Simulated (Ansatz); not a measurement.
# CH₄AsN (SMILES C1N[AsH]1): single points off equilibrium

The atoms stand at a structure displaced at random from a GFN2-xTB minimum. How far do the functionals agree with CCSD(T) there?

Computed with Ansatz 0.2.0, Gaussian basis. Level: single points in def2-TZVPP.

Correlated methods freeze the cores. Filled d shells of the heavier atoms are correlated.

**1. The system as given**

7 atoms, charge 0, spin multiplicity 1.

Atoms are counted from 1 here; the program's logs count them from 0.

Bond lengths: C1–N2 1.511 Å, C1–As3 1.905 Å, C1–H4 1.080 Å, C1–H5 1.026 Å, N2–As3 1.832 Å, N2–H6 0.967 Å, As3–H7 1.535 Å. Angles: N2–C1–As3 63.6°, N2–C1–H4 109.6°, N2–C1–H5 120.9°, As3–C1–H4 113.6°, As3–C1–H5 115.9°, H4–C1–H5 120.4°, C1–N2–As3 68.7°, C1–N2–H6 106.7°, As3–N2–H6 109.2°, C1–As3–N2 47.6°, C1–As3–H7 96.4°, N2–As3–H7 101.8°.

As a file:

| atom | x (Å) | y (Å) | z (Å) |
| --- | --- | --- | --- |
| C1 | -0.55940 | 0.02000 | -0.50470 |
| N2 | -0.38360 | 0.17030 | 0.98800 |
| As3 | 0.75000 | -1.09850 | 0.30980 |
| H4 | -1.49190 | -0.48490 | -0.71000 |
| H5 | -0.20170 | 0.73160 | -1.15160 |
| H6 | 0.10570 | 0.99210 | 1.12920 |
| H7 | 1.96730 | -0.25220 | -0.08770 |

**2. CCSD(T)/def2-TZVPP**

run/in.yaml reads:

```yaml
crystal:
  periodic: [false, false, false]
  atoms:
    - {symbol: C, position_ang: [-0.559400, 0.020000, -0.504700]}
    - {symbol: N, position_ang: [-0.383600, 0.170300, 0.988000]}
    - {symbol: As, position_ang: [0.750000, -1.098500, 0.309800]}
    - {symbol: H, position_ang: [-1.491900, -0.484900, -0.710000]}
    - {symbol: H, position_ang: [-0.201700, 0.731600, -1.151600]}
    - {symbol: H, position_ang: [0.105700, 0.992100, 1.129200]}
    - {symbol: H, position_ang: [1.967300, -0.252200, -0.087700]}
basis:
  gaussian: {orbitals: def2-TZVPP}
correlation: {method: ccsd_t}
output: {forces: true}
```

No record of the launch command was kept for these runs.

**3. PBE0-D4/def2-TZVPP**

run/in.yaml, as its differences from that of step 2:

```diff
@@ -12,3 +12,3 @@
   gaussian: {orbitals: def2-TZVPP}
-correlation: {method: ccsd_t}
-output: {forces: true}
+hamiltonian: {xc: pbe0, dispersion: d4}
+output: {forces: true, orbitals: {seedname: orbitals}}
```

**4. wB97M-V/def2-TZVPP**

run/in.yaml, as its differences from that of step 3:

```diff
@@ -12,3 +12,3 @@
   gaussian: {orbitals: def2-TZVPP}
-hamiltonian: {xc: pbe0, dispersion: d4}
-output: {forces: true, orbitals: {seedname: orbitals}}
+hamiltonian: {xc: {name: wB97M-V}}
+output: {forces: true}
```

**5. r2SCAN-D4/def2-TZVPP**

run/in.yaml, as its differences from that of step 4:

```diff
@@ -12,3 +12,3 @@
   gaussian: {orbitals: def2-TZVPP}
-hamiltonian: {xc: {name: wB97M-V}}
+hamiltonian: {xc: r2scan, dispersion: d4}
 output: {forces: true}
```

**6. PBE-D4/def2-TZVPP**

run/in.yaml, as its differences from that of step 5:

```diff
@@ -12,3 +12,3 @@
   gaussian: {orbitals: def2-TZVPP}
-hamiltonian: {xc: r2scan, dispersion: d4}
+hamiltonian: {xc: pbe, dispersion: d4}
 output: {forces: true}
```

**7. r2SCANh-D4/def2-TZVPP**

run/in.yaml, as its differences from that of step 6:

```diff
@@ -12,3 +12,3 @@
   gaussian: {orbitals: def2-TZVPP}
-hamiltonian: {xc: pbe, dispersion: d4}
+hamiltonian: {xc: {name: r2SCANh}, dispersion: d4}
 output: {forces: true}
```

**8. r2SCAN0-D4/def2-TZVPP**

run/in.yaml, as its differences from that of step 7:

```diff
@@ -12,3 +12,3 @@
   gaussian: {orbitals: def2-TZVPP}
-hamiltonian: {xc: {name: r2SCANh}, dispersion: d4}
+hamiltonian: {xc: {name: r2SCAN0}, dispersion: d4}
 output: {forces: true}
```

(Steps that only read results are left out.)

Q: Predict the outcome of this session. Wanted: energy less free atoms, CCSD(T)/def2-TZVPP; RMS force component; RMS force error; HOMO and LUMO, PBE0-D4; T1 diagnostic.

As calculated:

```
                                  quantity                                                                                                 value
energy less free atoms, CCSD(T)/def2-TZVPP                                                                                       -513.8 kcal/mol
                       RMS force component                                                                  1.233 to 1.389 eV/Å over the methods
                           RMS force error  PBE0-D4 0.202, wB97M-V 0.161, r2SCAN-D4 0.094, PBE-D4 0.200, r2SCANh-D4 0.148, r2SCAN0-D4 0.254 eV/Å
                    HOMO and LUMO, PBE0-D4                                                                                    -7.02 and -0.22 eV
                             T1 diagnostic                                                                                                 0.012
```

What this shows: Against CCSD(T) the functionals' energies less atoms differ by -36.2 to -5.5 kcal/mol, PBE-D4 by -36.2 kcal/mol. A larger basis would deepen the CCSD(T) value, while the functionals are nearly converged already, so the order here is not reliable. The forces of r2SCAN-D4 come nearest to CCSD(T), those of r2SCAN0-D4 are farthest. Frozen-core CCSD(T) forces in triple zeta carry basis errors of their own, and this is one geometry, so small gaps rank nothing.
